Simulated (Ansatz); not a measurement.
# VWC2 (R-3m) in Ansatz: notebook

One crystal, VWC2, is run at these levels: PBEsol, LDA; tasks: single point.

All numbers are computed with Ansatz 0.2.0; they aren't measurements. Logs are shortened: lines on timing, memory, paths and dates and some standing lists are left out, and cuts for length are marked.

**1. The crystal as given**

Symmetry: R-3m, No. 166, trigonal system. The conventional cell has a = 3.034 Å, b = 3.034 Å, c = 14.802 Å, α = 90.00°, β = 90.00°, γ = 120.00°. W (site symmetry -3m) is surrounded by 6 C at 2.17 Å. V (site symmetry -3m) is surrounded by 6 C at 2.11 Å. C (site symmetry 3m) has 3 V at 2.11 Å and 3 W at 2.17 Å as nearest neighbours.

The cell comes from a database or a generator and needn't be the stable form of this composition.

**2. Single point, PBEsol, collinear spin, ferromagnetic start**

input.yaml reads:

```yaml
crystal:
  lattice:
    - [1.5170411163, 0.8758640969, 4.933893193]
    - [-1.5170411163, 0.8758640969, 4.933893193]
    - [0.0, -1.7517281937, 4.933893193]
  atoms:
    - { symbol: W, position: [0.0, 0.0, 0.0] }
    - { symbol: V, position: [0.5, 0.5, 0.5], spin: 2.0 }
    - { symbol: C, position: [0.246494, 0.246494, 0.246494] }
    - { symbol: C, position: [0.753506, 0.753506, 0.753506] }
hamiltonian:
  xc: pbesol
  pseudopotentials: { kind: paw }
magnetization:
  spin_polarized: true
kpoints:
  mp_grid: { grid: [10, 10, 10] }
scf:
  occupations: { method: gaussian, width: 0.02 }
output:
  forces: true
  stress: true
  eigenvalues: true
```

Potentials or basis: Ansatz PAW.

The run is started by

```bash
> ansatz run input.yaml --threads 2 --pin off --max-ram 5632MiB --backend cpu --events-out ev --progress --plain --runs-dir out
```

The log of the run:

```text
Warning: RAYON_NUM_THREADS=2 ignored (pool sized by the plan → 2); use --threads N
basis.fft_grid_basis auto: the FFT boxes are laid along the combinations [[1, 0, -1], [0, 1, -1], [0, 0, 1]] of the cell's own vectors, 3.034, 3.034 and 5.236 Å long. The dense box has 24×24×36 points. Along the cell's own vectors, as sized, it would have 36×36×36, 2.25 times as many. Of the 12 symmetry operations that the crystal satisfies within crystal.symmetry.tolerance (time reversal apart; of a slab, those that keep its plane) the dense box along the cell's own vectors carries 12, and the one as laid loses 8 of those. basis.fft_grid_basis: typed keeps the cell's own vectors: state it where this run's energies or levels are differenced outside the engine with another run's, or held beside a run that keeps those vectors.
Engine: ansatz 0.2.0, x86_64-unknown-linux-gnu
Pseudopotentials: kind: paw
Pseudopotential: W, paw, valence charge 14, recommended cutoff 420 eV (normal), W.paw.azcp
Pseudopotential: V, paw, valence charge 13, recommended cutoff 420 eV (normal), V.paw.azcp
Pseudopotential: C, paw, valence charge 4, recommended cutoff 420 eV (normal), C.paw.azcp
Functional definition: PBEsol
  exchange = pbesol_x
  correlation = pbesol_c
Crystal: 4 atoms, lattice volume = 39.335 Å³
Basis set: ecut = 420 eV, 779 PW (Γ), FFT grids on a1−a3, a2−a3, a3, exchange–correlation on 48×48×72 points (8 copies of the dense FFT grid, shifted against one another)
Bands: 23, of which v1, the nominal top of the filled ones, is band 18 counted from 1 (17 counted from 0)
Symmetry: 12 space group operations
Space group: R-3m (ITA 166), of the structure as read, at distance tolerance 3.4e-5 Å
Magnetic group: BNS 166.97 (UNI 1327), of the structure as read, at distance tolerance 3.4e-5 Å
k-points: 116 of 1000
Non-local potential: W, projectors of the file, l = 0: 3, l = 1: 2, l = 2: 2, l = 3: 1
Non-local potential: V, projectors of the file, l = 0: 3, l = 1: 2, l = 2: 3, l = 3: 1
Non-local potential: C, projectors of the file, l = 0: 2, l = 1: 2, l = 2: 1
PAW form: soft (Blöchl's): semilocal exchange-correlation on the pseudo side does not see the compensation charge
PAW frozen core: W, regenerated for the run's functional, and the local potential with it (the file was generated under x = pbe(κ = 0.804, μ = 0.2195149727645171), c = pbe(β = 0.06672455060314922))
PAW frozen core: V, regenerated for the run's functional, and the local potential with it (the file was generated under x = pbe(κ = 0.804, μ = 0.2195149727645171), c = pbe(β = 0.06672455060314922))
PAW frozen core: C, regenerated for the run's functional, and the local potential with it (the file was generated under x = pbe(κ = 0.804, μ = 0.2195149727645171), c = pbe(β = 0.06672455060314922))
PAW one-centre angular grid: W, 590 points (default); XC on 64 Gauss nodes
PAW one-centre angular grid: V, 590 points (default); XC on 64 Gauss nodes
PAW one-centre angular grid: C, 110 points (default); XC on 64 Gauss nodes
Initial density: superposition of atomic densities (chi_scale 0.1, normalization cell, long waves kept (reshape's long-wave potential 0.00 eV rms))
Starting moments: Σ|m| = 2 μB on 1 of 4 sites
[... 21 lines left out ...]
SCF converged after 13 iterations
Magnetization: 0.0000 μB (17.5000 up, 17.5000 down)
Absolute magnetization: 0.0000 μB (∫|ρ↑−ρ↓|, with the PAW one-centre terms)
Spin contamination: 0.0000 ħ² per cell (⟨S²⟩ above its minimum at these occupations)
Per-site moments (μB) at R_I (Å): [(-1.5328365081755857e-7, 0.8962479804019856), (8.040118203184777e-7, 0.8716037809886276), (-6.633202073787893e-8, 0.8716037809886276), (-6.633202073308785e-8, 0.8716037809886279)]
Free energy (F): -13635.967538 eV
Harris-Foulkes:  -13635.967538 eV  (|F-HF|=9.48e-10)
Internal energy: -13635.967245 eV  (E = F + TS)
E sigma→0 (E₀):  -13635.967392 eV
Entropy (-TS):   -0.000294 eV (-0.073 meV/atom)
Fermi energy:    19.425994 eV
--- Per-component energies (eV) ---
  E_band       = -182.263469
  E_kinetic    = 966.155182
  E_local      = -1614.163461  (includes V_loc(G=0)·N_el)
  E_nonlocal   = 8.977475
  E_hartree    = 658.495606
  E_xc         = -492.237223
  E_vxc        = -524.983255  (∫ρ·V_xc dr)
  E_paw        = -9711.067321  (= ΣΔE_a)
  E_vpaw       = -335.241537  (= ΣTr[D̂ρ^β])
  E_aug_tail   = 0.000210  (compensation charges beyond the density's cutoff)
  E_ewald      = -3452.541385
  E_core_change = 0.413672  (= ΣΔE_core)
  E_smearing   = -0.000294  (= −TS)
  E_closure    = 0.000000  (closes the sum)
  Σ components = -13635.967538   (vs F -13635.967538, Δ=0.00e0)
--- Forces (eV/Å), atoms counted from 1 ---
  atom   1  W     -0.00000000     0.00000000     0.00000000
  atom   2  V     -0.00000000    -0.00000000    -0.00000000
  atom   3  C     -0.00000000     0.00000000     0.10386253
  atom   4  C     -0.00000000    -0.00000000    -0.10386253
  max |Σ_I F_I| component: 1.39e-17 eV/Å
--- Stress (GPa, compression-positive) ---
      -10.466387       0.000000       0.000000
        0.000000     -10.466387      -0.000000
        0.000000      -0.000000     -11.048802
  P = ⅓ Tr σ = -10.6605 GPa (-106.605 kbar)
--- Band table (eV; the first three rows and the last of 232) ---
  k-point 0 ↑: bands = ["-55.6327", "-45.4286", "-20.0576", "-19.6893", "-19.6893", "-19.3564", "-19.2625", "-19.2625", "4.4112", "8.8233", "10.6891", "13.8449", "13.8449", "17.5665", "17.5665", "17.6452", "18.9564", "18.9564", "19.3578", "19.3578", "19.4116", "20.4909", "20.4909"]
  k-point 1 ↑: bands = ["-55.6295", "-45.4257", "-20.0409", "-19.7438", "-19.7016", "-19.3604", "-19.2870", "-19.2682", "4.6574", "8.6330", "10.9808", "13.9054", "13.9812", "16.8839", "17.1740", "17.2268", "17.7051", "18.6776", "19.7819", "20.1536", "20.3322", "20.5715", "21.3515"]
  k-point 2 ↑: bands = ["-55.6211", "-45.4184", "-19.9956", "-19.8847", "-19.7338", "-19.3726", "-19.3503", "-19.2831", "5.3369", "8.2661", "11.6655", "13.9612", "14.3136", "15.0994", "16.1775", "16.5278", "17.7670", "19.0445", "20.1101", "20.2069", "20.4746", "21.5669", "21.6394"]
  k-point 115 ↓: bands = ["-55.6327", "-45.4287", "-19.9580", "-19.6876", "-19.6876", "-19.4654", "-19.2644", "-19.2644", "5.5119", "6.4687", "13.7729", "14.7183", "14.7368", "14.7368", "15.7560", "15.7560", "18.8333", "18.8333", "19.0551", "19.0551", "20.0399", "20.6215", "23.4053"]
```

Wall time 9.1 s (2 threads of Intel Xeon Platinum 8259CL at 2.50GHz (Skylake/Cascade Lake), shared host); peak memory 0.53 GiB.

What came out:

```
Free energy            : -13635.9675 eV
Pressure               : -10.7 GPa
Largest force          : 0.104 eV/Å
Band gap on the k mesh : none (metal or under the smearing width)
Net moment             : 0.00 μB per cell
Absolute moment        : 0.00 μB per cell
```

Forces on the atoms (eV/Å):
```
W    0.000  0.000  0.000
V    0.000  0.000  0.000
C    0.000  0.000  0.104
C    0.000  0.000 -0.104
```

Caveat: the pressure holds a Pulay correction of +0.3 GPa for the finite cutoff; the PAW data sets come from PBE, with cores solved anew for the run's functional, which leaves a small shift of forces and pressure; the starting moments weren't kept. Spin-orbit coupling is left out, which matters for the levels of W.

**3. Single point, LDA, collinear spin, ferromagnetic start**

Changes to input.yaml since step 2:

```diff
@@ -11,3 +11,3 @@
 hamiltonian:
-  xc: pbesol
+  xc: lda
   pseudopotentials: { kind: paw }
@@ -18,3 +18,3 @@
 scf:
-  occupations: { method: gaussian, width: 0.02 }
+  occupations: { method: gaussian, width: 0.1 }
 output:
@@ -23 +23,5 @@
   eigenvalues: true
+  write_density: true
+  write_potential: true
+  elf: true
+  volumetric_format: npy
```

Potentials or basis: Ansatz PAW.

The run is started by

```bash
> ansatz run input.yaml --threads 2 --pin off --max-ram 5632MiB --backend cpu --events-out ev --progress --plain --runs-dir out
```

The log of the run:

```text
Warning: RAYON_NUM_THREADS=2 ignored (pool sized by the plan → 2); use --threads N
basis.fft_grid_basis auto: the FFT boxes are laid along the combinations [[1, -1, 0], [0, 1, 0], [0, -1, 1]] of the cell's own vectors, 3.034, 5.236 and 3.034 Å long. The dense box has 24×36×24 points. Along the cell's own vectors, as sized, it would have 36×36×36, 2.25 times as many. Of the 12 symmetry operations that the crystal satisfies within crystal.symmetry.tolerance (time reversal apart; of a slab, those that keep its plane) the dense box along the cell's own vectors carries 12, and the one as laid loses 8 of those. basis.fft_grid_basis: typed keeps the cell's own vectors: state it where this run's energies or levels are differenced outside the engine with another run's, or held beside a run that keeps those vectors. Those combinations have planes normal to reciprocal vector 3, as the cell's own vectors have. Each planar average written beside output.write_density, output.write_potential has a row for each plane of the box: 24. The volumetric files lie along those combinations, not along the cell's own vectors: a cube or XSF file states them, and fields.json those of NumPy files.
Engine: ansatz 0.2.0, x86_64-unknown-linux-gnu
Pseudopotentials: kind: paw
Pseudopotential: W, paw, valence charge 14, recommended cutoff 420 eV (normal), W.paw.azcp
Pseudopotential: V, paw, valence charge 13, recommended cutoff 420 eV (normal), V.paw.azcp
Pseudopotential: C, paw, valence charge 4, recommended cutoff 420 eV (normal), C.paw.azcp
Functional definition: SPW92
  exchange = slater_x
  correlation = pw_c
Crystal: 4 atoms, lattice volume = 39.335 Å³
Basis set: ecut = 420 eV, 779 PW (Γ), FFT grids on a1−a2, a2, −a2+a3
Bands: 23, of which v1, the nominal top of the filled ones, is band 18 counted from 1 (17 counted from 0)
Symmetry: 12 space group operations
Space group: R-3m (ITA 166), of the structure as read, at distance tolerance 3.4e-5 Å
Magnetic group: BNS 166.97 (UNI 1327), of the structure as read, at distance tolerance 3.4e-5 Å
k-points: 116 of 1000
Non-local potential: W, projectors of the file, l = 0: 3, l = 1: 2, l = 2: 2, l = 3: 1
Non-local potential: V, projectors of the file, l = 0: 3, l = 1: 2, l = 2: 3, l = 3: 1
Non-local potential: C, projectors of the file, l = 0: 2, l = 1: 2, l = 2: 1
PAW form: soft (Blöchl's): semilocal exchange-correlation on the pseudo side does not see the compensation charge
PAW frozen core: W, regenerated for the run's functional, and the local potential with it (the file was generated under x = pbe(κ = 0.804, μ = 0.2195149727645171), c = pbe(β = 0.06672455060314922))
PAW frozen core: V, regenerated for the run's functional, and the local potential with it (the file was generated under x = pbe(κ = 0.804, μ = 0.2195149727645171), c = pbe(β = 0.06672455060314922))
PAW frozen core: C, regenerated for the run's functional, and the local potential with it (the file was generated under x = pbe(κ = 0.804, μ = 0.2195149727645171), c = pbe(β = 0.06672455060314922))
PAW one-centre angular grid: W, 590 points (default); XC on 64 Gauss nodes
PAW one-centre angular grid: V, 590 points (default); XC on 64 Gauss nodes
PAW one-centre angular grid: C, 110 points (default); XC on 64 Gauss nodes
Initial density: superposition of atomic densities (chi_scale 0.1, normalization cell, long waves kept (reshape's long-wave potential 0.00 eV rms))
Starting moments: Σ|m| = 2 μB on 1 of 4 sites
Initial wavefunctions: pseudopotential atomic-orbital guess
Functional: x = slater, c = lda
SCF iter   1: F=—  HF=-13483.061669 eV  |F-HF|=—  |Δ(HF+E_count)|=         —  Δρ=1.32e-1 (↑1.32e-1 ↓1.14e-1)  dr2=2.61e1  dr2_m=2.28e0  M=0.123 μB ∫|m|=0.176 μB  β_m=0.30  ethr=3.10e-3  ⟨swp⟩=5.2  Hψ=22552  notcnv=0
Mixer restart at iter 1: flushing history
preconditioner: auto → Kerker (q_TF=auto, 2.676 Å⁻¹)  [metal: Δε(μ)=0.007 eV  Ē_g=9.051 eV  σ=0.100 eV  W_gap=0.04  n_scr=16 (ndim 8)  ℏωp=25.8 eV  f_vac=0.000  D(μ)=1.83/eV (n_scr^D=16)]
[... 10 lines left out ...]
SCF iter  11: F=—  HF=-13477.011944 eV  |F-HF|=—  |Δ(HF+E_count)|=   4.96e-8  Δρ=5.50e-6 (↑5.50e-6 ↓3.87e-6)  dr2=5.81e-8  dr2_m=3.28e-10  M=-0.000 μB ∫|m|=0.000 μB  β_m=0.99  ethr=3.86e-9  ⟨swp⟩=2.1  Hψ=7064  notcnv=0  defer=177
SCF iter  12: F=—  HF=-13477.011944 eV  |F-HF|=—  |Δ(HF+E_count)|=  8.77e-10  Δρ=1.30e-6 (↑1.30e-6 ↓3.47e-7)  dr2=7.60e-10  dr2_m=1.83e-10  M=-0.000 μB ∫|m|=0.000 μB  β_m=1.00  ethr=1.66e-10  ⟨swp⟩=2.1  Hψ=6689  notcnv=0  defer=177
SCF iter  13: F=-13477.011944 eV  HF=-13477.011944 eV  |F-HF|=6.00e-11  |Δ(HF+E_count)|=  2.73e-11  Δρ=2.47e-7 (↑2.47e-7 ↓1.97e-7)  dr2=7.58e-11  dr2_m=9.44e-13  M=0.000 μB ∫|m|=0.000 μB  ethr=2.17e-12  ⟨swp⟩=8.5  Hψ=28650  notcnv=0
SCF 1 converged in 13 iterations: F = -13477.011944 eV  dr2 = 7.58e-11
WARN: the starting moments were not kept: the SCF closed with an absolute magnetisation of 2.5e-6 μB, where they sum to 2 μB in size (1 site). That is at most 0.1 of that sum. Measured as dr2_m measures the in/out step, that magnetisation stands 3.1e-12 eV from none, at or under the dr2_threshold of 1.0e-7 eV: it is no larger than a step whose dr2_m would equal this threshold. The system may hold no moment; this SCF shows only that its start led to no more than that. To try another start: raise the starting moments (crystal.atoms[].spin, magnetization.per_species, magnetization.initial_magnetization, or on a non-collinear deck that types none of these the spinor_matrix: blocks that start its atoms; where the total moment is fixed, keep their sum and leave initial_magnetization as it is; typed ones take the place of any that the run laid by itself, positive ones on a crystal's lanthanoids without a Hubbard term where scf.initial_density.shell_occupations: [] is typed) or, if the notice of its spin-set hold's release reads "site moments contracting" or "site moments show no strong build", lengthen the hold (scf.mixing.spin_hold: { on: { confirm: 4 } }; for m-r²SCAN on two components see the key's manual first). Each may lead to a state that holds a moment. A second SCF, from the converged charge density, with the starting moments and any scf.initial_density.shell_occupations laid on it anew, would have followed, and was not run: the deck does not ask for one (magnetization.retry_lost_moments is false, the default). To let it run, set magnetization.retry_lost_moments: true and run the deck again, where that key's refused combinations let it; where memory then withholds it, that run's warning says so.
SCF converged after 13 iterations
Magnetization: 0.0000 μB (17.5000 up, 17.5000 down)
Absolute magnetization: 0.0000 μB (∫|ρ↑−ρ↓|, with the PAW one-centre terms)
Spin contamination: 0.0000 ħ² per cell (⟨S²⟩ above its minimum at these occupations)
Per-site moments (μB) at R_I (Å): [(1.2972357894371385e-7, 0.8962479804019856), (1.566312246228332e-6, 0.8716037809886276), (-1.753244694188865e-7, 0.8716037809886276), (-1.753244693725923e-7, 0.8716037809886279)]
Free energy (F): -13477.011944 eV
Harris-Foulkes:  -13477.011944 eV  (|F-HF|=6.00e-11)
Internal energy: -13476.999389 eV  (E = F + TS)
E sigma→0 (E₀):  -13477.005667 eV
Entropy (-TS):   -0.012555 eV (-3.139 meV/atom)
Fermi energy:    19.196123 eV
--- Per-component energies (eV) ---
  E_band       = -186.854266
  E_kinetic    = 967.098956
  E_local      = -1625.046362  (includes V_loc(G=0)·N_el)
  E_nonlocal   = 17.302928
  E_hartree    = 660.057226
  E_xc         = -492.057542
  E_vxc        = -525.377900  (∫ρ·V_xc dr)
  E_paw        = -9552.568377  (= ΣΔE_a)
  E_vpaw       = -340.946738  (= ΣTr[D̂ρ^β])
  E_aug_tail   = 0.000199  (compensation charges beyond the density's cutoff)
  E_ewald      = -3452.541385
  E_core_change = 0.754968  (= ΣΔE_core)
  E_smearing   = -0.012555  (= −TS)
  E_closure    = 0.000000  (closes the sum)
  Σ components = -13477.011944   (vs F -13477.011944, Δ=0.00e0)
--- Forces (eV/Å), atoms counted from 1 ---
  atom   1  W     -0.00000000     0.00000000    -0.00000000
  atom   2  V     -0.00000000     0.00000000    -0.00000000
  atom   3  C      0.00000000     0.00000000     0.13965090
  atom   4  C     -0.00000000    -0.00000000    -0.13965090
  max |Σ_I F_I| component: 2.31e-18 eV/Å
--- Stress (GPa, compression-positive) ---
      -16.715571       0.000000       0.000000
        0.000000     -16.715571      -0.000000
        0.000000      -0.000000     -17.159553
  P = ⅓ Tr σ = -16.8636 GPa (-168.636 kbar)
--- Band table (eV; the first three rows and the last of 232) ---
  k-point 0 ↑: bands = ["-55.8571", "-45.2568", "-20.2490", "-19.9027", "-19.9027", "-19.4227", "-19.3068", "-19.3068", "4.3454", "8.7842", "10.5409", "13.6510", "13.6510", "17.3561", "17.3561", "17.4349", "18.7418", "18.7418", "19.1487", "19.1487", "19.2029", "20.2573", "20.2573"]
  k-point 1 ↑: bands = ["-55.8539", "-45.2539", "-20.2334", "-19.9572", "-19.9151", "-19.4257", "-19.3314", "-19.3125", "4.5920", "8.5877", "10.8324", "13.7204", "13.7874", "16.6850", "16.9702", "17.0219", "17.4955", "18.4637", "19.5701", "19.9313", "20.1050", "20.3439", "21.1358"]
  k-point 2 ↑: bands = ["-55.8455", "-45.2463", "-20.1916", "-20.0977", "-19.9474", "-19.4344", "-19.3952", "-19.3274", "5.2728", "8.2113", "11.5135", "13.7944", "14.1203", "14.9159", "15.9857", "16.3288", "17.5598", "18.8271", "19.8895", "19.9776", "20.2600", "21.3388", "21.4121"]
  k-point 115 ↓: bands = ["-55.8571", "-45.2570", "-20.1691", "-19.9016", "-19.9016", "-19.5119", "-19.3081", "-19.3081", "5.4381", "6.4175", "13.6179", "14.5401", "14.5401", "14.5531", "15.5568", "15.5568", "18.6145", "18.6145", "18.8354", "18.8354", "19.8398", "20.4281", "23.1757"]
```

Wall time 11 s (2 threads of Intel Xeon Platinum 8259CL at 2.50GHz (Skylake/Cascade Lake), shared host); peak memory 0.52 GiB.

Results:

| Property | Result |
| --- | --- |
| Free energy | -13477.0119 eV |
| Pressure | -16.9 GPa |
| Largest force | 0.140 eV/Å |
| Band gap on the k mesh | none (metal or under the smearing width) |
| Net moment | 0.00 μB per cell |
| Absolute moment | 0.00 μB per cell |

Forces on the atoms (eV/Å):
```
W    0.000  0.000  0.000
V    0.000  0.000  0.000
C    0.000  0.000  0.140
C    0.000  0.000 -0.140
```

Stress tensor (GPa, compression positive):
```
-16.72   0.00   0.00
  0.00 -16.72   0.00
  0.00   0.00 -17.16
```

Levels at points of the mesh, in eV from the Fermi level:
Spin up:
| k point | band 14 | band 15 | band 16 | band 17 | band 18 | band 19 | band 20 | band 21 | band 22 | band 23 |
| --- | --- | --- | --- | --- | --- | --- | --- | --- | --- | --- |
| (0.00, 0.00, 0.00) | -1.84 | -1.84 | -1.76 | -0.45 | -0.45 | -0.05 | -0.05 | 0.01 | 1.06 | 1.06 |
| (0.00, 0.00, -0.50) | -4.64 | -4.49 | -3.69 | -0.84 | -0.54 | 0.90 | 1.52 | 2.10 | 3.00 | 3.69 |
| (0.00, -0.50, -0.50) | -5.16 | -4.41 | -1.76 | -1.72 | 0.69 | 0.90 | 0.98 | 1.63 | 2.28 | 2.94 |
| (-0.50, -0.50, -0.50) | -4.64 | -3.64 | -3.64 | -0.58 | -0.58 | -0.36 | -0.36 | 0.64 | 1.23 | 3.98 |
Spin down:
```tsv
k point	band 15	band 16	band 17	band 18	band 19	band 20	band 21	band 22
(0.00, 0.00, 0.00)	-1.84	-1.76	-0.45	-0.45	-0.05	-0.05	0.01	1.06
(0.00, 0.00, -0.50)	-4.49	-3.69	-0.84	-0.54	0.90	1.52	2.10	3.00
(0.00, -0.50, -0.50)	-4.41	-1.76	-1.72	0.69	0.90	0.98	1.63	2.28
(-0.50, -0.50, -0.50)	-3.64	-3.64	-0.58	-0.58	-0.36	-0.36	0.64	1.23
```

Caveat: so large a pressure means that the cell lies far from this level's equilibrium, or that cutoff or potentials fall short; the pressure holds a Pulay correction of +0.4 GPa for the finite cutoff; the PAW data sets come from PBE, with cores solved anew for the run's functional, which leaves a small shift of forces and pressure; the starting moments weren't kept.
